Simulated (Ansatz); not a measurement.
# CH7SiSn: the cost of one run

Computed with the Python package of Ansatz 0.2.0. Level of theory: PBE+D4/def2-SVP.

### 1 The system

Bond lengths: C1–Sn2 2.085 Å, Sn2–Si3 2.483 Å, C1–H4 1.099 Å, C1–H5 1.109 Å, C1–H6 1.160 Å, Sn2–H7 1.757 Å, Si3–H8 1.485 Å, Si3–H9 1.512 Å, Si3–H10 1.488 Å. Angles (14 of 15 angles, heavy atoms first): C1–Sn2–Si3 107.9°, C1–Sn2–H7 109.6°, Si3–Sn2–H7 108.7°, Sn2–C1–H4 112.1°, Sn2–C1–H5 113.0°, Sn2–C1–H6 111.6°, Sn2–Si3–H8 111.5°, Sn2–Si3–H9 111.6°, Sn2–Si3–H10 111.1°, H4–C1–H5 106.6°, H4–C1–H6 108.0°, H5–C1–H6 105.1°, H8–Si3–H9 109.4°, H8–Si3–H10 106.1°.

No structure file is read: the coordinates are typed or built in the script.

### 2 Script

run_torsion.py reads:

```python
import ansatz as az
from ase import Atoms

params = {
    "basis": "def2-SVP",
    "xc": "PBE",
    "vdw": "d4",
    "force_tol": 0.02,
}

atoms = Atoms(["C", "Sn", "Si", "H", "H", "H", "H", "H", "H", "H"], positions=[
    (-1.31, 1.1488, -0.5873),
    (-0.5622, -0.797, -0.6379),
    (1.2592, -0.9597, 1.0417),
    (-1.6847, 1.4215, 0.4088),
    (-0.5529, 1.9116, -0.8599),
    (-2.1737, 1.2948, -1.3482),
    (0.107, -1.1289, -2.2277),
    (1.8933, -2.3025, 1.028),
    (0.7611, -0.6533, 2.4362),
    (2.3459, 0.0135, 0.7493),
])

first = (
    az.Crystal.molecule_from_ase(atoms).calculation()
    .basis(gaussian=params["basis"])
    .functional(params["xc"], dispersion=params["vdw"])
    .spin("collinear", total=1)
    .relax(force_tolerance=params["force_tol"], max_steps=80)
)
atoms.positions = first.run(threads=1).report["positions_ang"]

start = atoms.get_dihedral(0, 1, 2, 7)
energies = {}
for turn in range(0, 121, 20):
    turned = atoms.copy()
    turned.set_dihedral(0, 1, 2, 7, start + turn, indices=[2, 7, 8, 9])
    model = (
        az.Crystal.molecule_from_ase(turned).calculation()
        .basis(gaussian=params["basis"])
        .functional(params["xc"], dispersion=params["vdw"])
        .spin("collinear", total=1)
    )
    energies[round((start + turn) % 360)] = model.run(threads=1).report["free_energy_ev"]
floor = min(energies.values())
print("dihedral C0-Sn1-Si2-H7 (deg)   E - E(min) (kJ/mol)")
for angle, e in sorted(energies.items()):
    print(f"{angle:8d} {96.485332 * (e - floor):14.3f}  " + "#" * int(30 * (e - floor) / max(max(energies.values()) - floor, 1e-9)))
```

### 3 The input behind the calls

The package turns the script's settings into the engine's input (first run):

```yaml
crystal:
  periodic: [false, false, false]
  atoms:
    - { symbol: C, position_ang: [-1.31, 1.1488, -0.5873] }
    - { symbol: Sn, position_ang: [-0.5622, -0.797, -0.6379] }
    - { symbol: Si, position_ang: [1.2592, -0.9597, 1.0417] }
    - { symbol: H, position_ang: [-1.6847, 1.4215, 0.4088] }
    - { symbol: H, position_ang: [-0.5529, 1.9116, -0.8599] }
    - { symbol: H, position_ang: [-2.1737, 1.2948, -1.3482] }
    - { symbol: H, position_ang: [0.107, -1.1289, -2.2277] }
    - { symbol: H, position_ang: [1.8933, -2.3025, 1.028] }
    - { symbol: H, position_ang: [0.7611, -0.6533, 2.4362] }
    - { symbol: H, position_ang: [2.3459, 0.0135, 0.7493] }
basis:
  gaussian:
    orbitals: def2-SVP
hamiltonian:
  xc: pbe
  dispersion: d4
magnetization:
  spin_polarized: true
  initial_magnetization: 1.0
relax:
  f_tol: 0.02
  max_steps: 80
```

### 4 Running it

Run with:

```sh
> python run_torsion.py
```

Q: Estimate wall time and peak memory on 1 thread of Arm Neoverse V1, shared host.

About 64 s, with a peak of 0.23 GiB.
